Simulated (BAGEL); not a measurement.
# CH4FGeN (SMILES [H]/N=[C](/F)[GeH3]): a chain of runs

Wanted: the energy (HF/6-31G*), then a single-point energy (NEVPT2(2,2)/6-31G*), then the energy (CASPT2(2,2)/6-31G*) of CH4FGeN. 

The calculation is run with BAGEL 1.2.2.

1 further run of the same task is left out (set aside as unsound or not needed).

### 1 The system as given

The species is CH4FGeN (8 atoms), meant as a singlet with charge 0. As SMILES, `[H]/N=[C](/F)[GeH3]`. One bond was lengthened or shortened from a relaxed shape.

Bond lengths: N1–C2 1.246 Å, C2–F3 1.346 Å, C2–Ge4 1.978 Å, N1–H5 1.016 Å, Ge4–H6 1.302 Å, Ge4–H7 1.534 Å, Ge4–H8 1.532 Å. Angles: N1–C2–F3 117.4°, N1–C2–Ge4 131.1°, F3–C2–Ge4 111.5°, C2–N1–H5 111.2°, C2–Ge4–H6 108.9°, C2–Ge4–H7 106.6°, C2–Ge4–H8 108.9°, H6–Ge4–H7 111.0°, H6–Ge4–H8 110.4°, H7–Ge4–H8 111.0°.

### 2 A single-point energy at HF/6-31G(d) (density fitting with svp-jkfit, spherical functions) (run 1)

Contents of input.json:

```json
{ "bagel": [

{
  "title": "molecule",
  "basis": "6-31gs.json",
  "df_basis": "svp-jkfit",
  "angstrom": true,
  "geometry": [
    { "atom": "N", "xyz": [    1.783932,    0.388940,   -0.236607 ] },
    { "atom": "C", "xyz": [    0.796132,    0.193940,    0.497493 ] },
    { "atom": "F", "xyz": [    1.025432,    0.039540,    1.814293 ] },
    { "atom": "Ge", "xyz": [   -1.131868,    0.062840,    0.076393 ] },
    { "atom": "H", "xyz": [    1.505232,    0.492040,   -1.208007 ] },
    { "atom": "H", "xyz": [   -1.766200,    1.006900,    0.710300 ] },
    { "atom": "H", "xyz": [   -1.261668,    0.238240,   -1.442007 ] },
    { "atom": "H", "xyz": [   -1.642668,   -1.312960,    0.515593 ] }
  ]
},
{
  "title": "hf"
},
{
  "title": "print",
  "file": "orbitals.molden",
  "orbitals": true
}

]}
```

The basis set 6-31G* is read from a file made from the Basis Set Exchange's data (not shown).

On the command line:

```bash
$ BAGEL_NUM_THREADS=1 BAGEL input.json > input.out
```

What it wrote:

```text
* using 1 threads per process

  ===============================================================
  ===============================================================

  *** Geometry ***

  { "atom" : "N", "xyz" : [      3.371143,      0.734990,     -0.447122 ] },
  { "atom" : "C", "xyz" : [      1.504471,      0.366493,      0.940126 ] },
  { "atom" : "F", "xyz" : [      1.937786,      0.074720,      3.428517 ] },
  { "atom" : "Ge", "xyz" : [     -2.138921,      0.118750,      0.144362 ] },
  { "atom" : "H", "xyz" : [      2.844476,      0.929821,     -2.282802 ] },
  { "atom" : "H", "xyz" : [     -3.337634,      1.902765,      1.342272 ] },
  { "atom" : "H", "xyz" : [     -2.384207,      0.450208,     -2.724998 ] },
  { "atom" : "H", "xyz" : [     -3.104193,     -2.481135,      0.974330 ] },

  Number of auxiliary basis functions:      567

  Since a DF basis is specified, we compute 2- and 3-index integrals:
    o Being stored without compression. Storage requirement is 0.031 GB

  Number of basis functions:       82
  Number of electrons      :       58

    * METHOD: MOLECULE                             0.39

  *** RHF ***

  === Nuclear Repulsion ===
   260.1490950986

      * DIIS with orbital gradients will be used.

  === RHF iteration (6-31gs.json) ===
      0      -2268.88098636          0.01958992           0.13
      1      -2269.01332247          0.01344378           0.12
      2      -2269.08822955          0.00164240           0.12
      3      -2269.09058445          0.00068801           0.12
      4      -2269.09091626          0.00021130           0.12
      5      -2269.09098685          0.00011260           0.12
      6      -2269.09099944          0.00004960           0.12
      7      -2269.09100309          0.00000935           0.12
      8      -2269.09100316          0.00000408           0.12
      9      -2269.09100317          0.00000163           0.12
     10      -2269.09100317          0.00000040           0.12
     11      -2269.09100317          0.00000017           0.12
     12      -2269.09100317          0.00000006           0.12
     13      -2269.09100317          0.00000002           0.12
     14      -2269.09100317          0.00000001           0.12
    * SCF iteration converged.

    * Permanent dipole moment:
           (    1.258791,    -0.077986,     0.665480) a.u.

    * METHOD: HF                                   2.21

    * METHOD: PRINT                                0.01

  ===============================================================
```

Run time: 2.8 s. Hardware: 1 thread of Arm Neoverse V1, shared host; peak memory 0.15 GiB.

### 3 The energy at NEVPT2(2,2)/6-31G(d) (density fitting with svp-jkfit, spherical functions) (run 2)

Contents of nevpt2.json:

```json
{ "bagel" : [

{
  "title" : "molecule",
  "basis" : "6-31gs.json",
  "df_basis" : "svp-jkfit",
  "angstrom" : true,
  "geometry" : [
    { "atom" : "N", "xyz" : [       1.783932,       0.388940,      -0.236607 ] },
    { "atom" : "C", "xyz" : [       0.796132,       0.193940,       0.497493 ] },
    { "atom" : "F", "xyz" : [       1.025432,       0.039540,       1.814293 ] },
    { "atom" : "Ge", "xyz" : [      -1.131868,       0.062840,       0.076393 ] },
    { "atom" : "H", "xyz" : [       1.505232,       0.492040,      -1.208007 ] },
    { "atom" : "H", "xyz" : [      -1.766200,       1.006900,       0.710300 ] },
    { "atom" : "H", "xyz" : [      -1.261668,       0.238240,      -1.442007 ] },
    { "atom" : "H", "xyz" : [      -1.642668,      -1.312960,       0.515593 ] }
  ]
},

{
  "title" : "hf"
},

{
  "title" : "nevpt2",
  "nstate" : 1,
  "nact" : 2,
  "nclosed" : 28,
  "active" : [26, 39],
  "maxiter" : 200,
  "natocc" : true,
  "ncore" : 12
},

{
  "title" : "print",
  "file" : "orbitals.molden",
  "orbitals" : true
}

]}
```

The basis set 6-31G* is read from a file made from the Basis Set Exchange's data (not shown).

On the command line:

```bash
$ BAGEL_NUM_THREADS=1 BAGEL nevpt2.json > nevpt2.out
```

What it wrote:

```text
* using 1 threads per process

  ===============================================================
  ===============================================================

  *** Geometry ***

  { "atom" : "N", "xyz" : [      3.371143,      0.734990,     -0.447122 ] },
  { "atom" : "C", "xyz" : [      1.504471,      0.366493,      0.940126 ] },
  { "atom" : "F", "xyz" : [      1.937786,      0.074720,      3.428517 ] },
[... 4 lines of this table left out ...]
  { "atom" : "H", "xyz" : [     -3.104193,     -2.481135,      0.974330 ] },

  Number of auxiliary basis functions:      567

  Since a DF basis is specified, we compute 2- and 3-index integrals:
    o Being stored without compression. Storage requirement is 0.031 GB

[... 18 lines left out ...]
    * SCF iteration converged.
[... 1 line left out ...]
    * Permanent dipole moment:
[... 28 lines left out ...]
    * Second-order optimization converged. *

     guess   0:   closed 1.                   open ..

  === FCI iteration ===

      0  0     -2269.09089911     7.37e-02      0.00
      1  0     -2269.10259128     2.65e-03      0.00
      2  0 *   -2269.10261808     3.42e-16      0.00

     * ci vector, state   0, <S^2> = 0.0000
       2.     0.9968548455
       .2    -0.0792490816

  === DF-NEVPT2 calculation ===

    * 3-index integral transformation done
    * assembly done

      NEVPT2 correlation energy:   -0.6840092571      0.20

          (+0)     -0.6554195923
          (+0)'    -0.0032009706
          (+1)     -0.0067630005
          (+1)'    -0.0000000000
          (+2)     -0.0001635756
          (-1)     -0.0142056015
          (-1)'     0.0000000000
          (-2)     -0.0042565167

      NEVPT2 total energy:       -2269.7866273392

    * METHOD: NEVPT2                               6.82

    * METHOD: PRINT                                0.01

  ===============================================================
```

Wall time 9.6 s (1 thread of Arm Neoverse V1, shared host); peak memory 0.15 GiB.

### 4 The energy at CASPT2(2,2)/6-31G(d) (density fitting with svp-jkfit, spherical functions) (run 3)

Contents of calc.json:

```json
{ "bagel": [

{
  "title": "molecule",
  "basis": "6-31gs.json",
  "df_basis": "svp-jkfit",
  "angstrom": true,
  "geometry": [
    { "atom": "N", "xyz": [       1.783932,       0.388940,      -0.236607 ] },
    { "atom": "C", "xyz": [       0.796132,       0.193940,       0.497493 ] },
    { "atom": "F", "xyz": [       1.025432,       0.039540,       1.814293 ] },
    { "atom": "Ge", "xyz": [      -1.131868,       0.062840,       0.076393 ] },
    { "atom": "H", "xyz": [       1.505232,       0.492040,      -1.208007 ] },
    { "atom": "H", "xyz": [      -1.766200,       1.006900,       0.710300 ] },
    { "atom": "H", "xyz": [      -1.261668,       0.238240,      -1.442007 ] },
    { "atom": "H", "xyz": [      -1.642668,      -1.312960,       0.515593 ] }
  ]
},

{ "title": "hf" },

{ "title": "casscf", "nstate": 1, "nact": 2, "nclosed": 28, "active": [26, 39], "maxiter": 200, "natocc": true },

{ "title": "print", "file": "orbitals.molden", "orbitals": true },

{ "title": "smith", "method": "caspt2", "ms": true, "xms": true, "sssr": true, "shift": 0.2, "shift_imag": true, "ncore": 12 }

]}
```

The basis set 6-31G* is read from a file made from the Basis Set Exchange's data (not shown).

On the command line:

```bash
$ BAGEL_NUM_THREADS=1 BAGEL calc.json > calc.out
```

What it wrote:

```text
* using 1 threads per process

  ===============================================================
  ===============================================================

  *** Geometry ***

  { "atom" : "N", "xyz" : [      3.371143,      0.734990,     -0.447122 ] },
  { "atom" : "C", "xyz" : [      1.504471,      0.366493,      0.940126 ] },
  { "atom" : "F", "xyz" : [      1.937786,      0.074720,      3.428517 ] },
[... 4 lines of this table left out ...]
  { "atom" : "H", "xyz" : [     -3.104193,     -2.481135,      0.974330 ] },

  Number of auxiliary basis functions:      567

  Since a DF basis is specified, we compute 2- and 3-index integrals:
    o Being stored without compression. Storage requirement is 0.031 GB

[... 18 lines left out ...]
    * SCF iteration converged.
[... 1 line left out ...]
    * Permanent dipole moment:
[... 27 lines left out ...]
    * Second-order optimization converged. *
[... 9 lines left out ...]
     * ci vector, state   0, <S^2> = 0.0000
[... 16 lines left out ...]
    * Zeroth order energy : state  0       -1.1626775571
[... 4 lines left out ...]
       #      aibj      arbs      arbi      airj      risj      airs      arst      rist         Etot      error   time
[... 10 lines left out ...]
      ------------------------------------------------------------------------------------------------------------------

    * CASPT2 energy : state  0    -2269.7920338951
        w/o shift correction      -2269.7893686171
        reference weight              0.8432108820

    * METHOD: SMITH                                1.08

  ===============================================================
```

It took 11 s on 1 thread of Arm Neoverse V1, shared host; peak memory 0.25 GiB.

### 5 Summary of results

```
                               quantity           value
         run 1, HF/6-31G*: total energy  -2269.09100 Eh
        run 1, HF/6-31G*: dipole moment          3.62 D
          run 1, HF/6-31G*: HOMO energy       -11.57 eV
          run 1, HF/6-31G*: LUMO energy         3.39 eV
        run 1, HF/6-31G*: HOMO–LUMO gap        14.96 eV
run 2, NEVPT2(2,2)/6-31G*: total energy  -2269.78663 Eh
run 3, CASPT2(2,2)/6-31G*: total energy  -2269.79203 Eh
```
